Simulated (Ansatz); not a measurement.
What does this script print? It uses Ansatz 0.2.0, Python API.

Input file `ch5fges.xyz`:
```text
9

C    -0.00540    0.53230   -1.06530
Ge    0.36860   -0.69740    0.32940
F     1.83460   -0.21460    1.10340
S    -1.19950   -0.71010    1.81700
H    -0.99700    0.26820   -1.59090
H    -0.17380    1.60410   -0.63810
H     0.79430    0.59460   -1.81860
H     0.57720   -2.09070   -0.29050
H    -1.11040    0.66740    2.13650
```

`disp_ch5fges.py`:
```python
import logging
import sys

import ansatz as az

logging.basicConfig(stream=sys.stdout, format="%(name)s: %(message)s")
logger = logging.getLogger("calc")
logger.setLevel(logging.INFO)

BASIS = "def2-SVP"


def main() -> None:
    molecule = az.Crystal.molecule_from_extxyz("ch5fges.xyz")

    model = molecule.calculation().basis(gaussian=BASIS)
    for name in ["b3lyp", "r2scan"]:
        for correction in ("d3bj", "d4"):
            summary = model.functional(name, dispersion=correction).run(threads=1).report
            logger.info(f"{name:8s} {correction:5s} total {summary['free_energy_ev']:.5f} eV, of which dispersion {1000 * summary['dispersion']['energy']['ev']:.2f} meV")


if __name__ == "__main__":
    main()
```

```console
$ python disp_ch5fges.py
calc: b3lyp    d3bj  total -71179.31885 eV, of which dispersion -342.26 meV
calc: b3lyp    d4    total -71179.27895 eV, of which dispersion -302.36 meV
DeckWarning: the engine holds no damping parameters fitted to this dispersion correction and functional, so the run takes those fitted to r2scan beside the three-body term, which d3bj leaves out (hamiltonian.dispersion, under Limitations)
calc: r2scan   d3bj  total -71174.68085 eV, of which dispersion -52.27 meV
calc: r2scan   d4    total -71174.67283 eV, of which dispersion -44.25 meV
```
(Warnings from the package without file and line.)

Reading the output:
- Total energies depend on the basis set; only differences at equal settings carry meaning.
- The geometry is a force-field or estimated start, not a minimum of this method, and the basis set is short of its limit. D4 holds the three-body term, and d3bj doesn't.
- b3lyp holds the VWN-RPA fit, as in Gaussian; the form of ORCA and Turbomole is b3lyp5.
- A dispersion term here runs with damping parameters fitted for another variant or functional.
- It ran for 19 s on 1 thread of Arm Neoverse V2, with other jobs on the host, peak memory 0.28 GiB.
